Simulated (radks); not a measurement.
# P in [Ne] 3s2 3p3: an all-electron calculation

One table from this session's results is given with a row withheld; the runs are named, their logs left out.

Program: radks (a radial shooting solver on a logarithmic mesh, Libxc functionals) version 1. Level of theory: scalar-relativistic Kohn-Sham, PBEsol, spin-polarised, spherical densities, finite nucleus; open shells are filled with parallel spins first. These are calculated values, not measurements, unless marked.

## What is computed

* element: phosphorus (Z = 15)
* charge: 0
* electrons: 15
* configuration: [Ne] 3s2 3p3
* nuclear rms radius: 3.1889 fm

The outer shells:

P
```
[Ne] core
3s [↑↓]
3p [↑ ][↑ ][↑ ]
```

The first run:

The run's settings:

```text
Z 15
configuration [Ne] 3s2 3p3 4s0 3d0
relativity scalar-relativistic
functional pbe_sol,pbe_sol
spin polarised
nucleus finite rms 3.1889 fm
c 137.035999084
```

Launch:

```sh
$ python run_ks.py task.json out
```

The same process makes all the runs of this session.

Among the steps run: Self-consistent calculation.

One table of the session follows, with a row left open; its other results are not shown here.

It belongs to the step «Orbitals and density». Sizes of the orbitals, from the radial functions (bohr):

```
  level     <r>  outermost maximum (interpolated)  90 % within  nodes
  1s up  0.1037                            0.0677        0.185      0
1s down  0.1037                            0.0677        0.185      0
  2s up       ?                                 ?            ?      ?
2s down  0.5204                             0.420        0.817      1
  2p up  0.4859                             0.354        0.813      0
2p down  0.4856                             0.354        0.812      0
  3s up   1.893                              1.58         2.88      2
3s down   1.907                              1.57         2.92      2
  3p up   2.326                              1.83         3.66      1
3p down   2.467                              1.84         3.99      1
```

Q: Estimate the row for 2s up from the others.

**Answer.** <r>: 0.5207; outermost maximum (interpolated): 0.419; 90 % within: 0.818; nodes: 1. In the column «<r>» it lies between 2s down (0.5204) and 3s up (1.893).

To keep in mind: Open shells are spherical and high-spin; term and fine-structure splittings are not resolved.
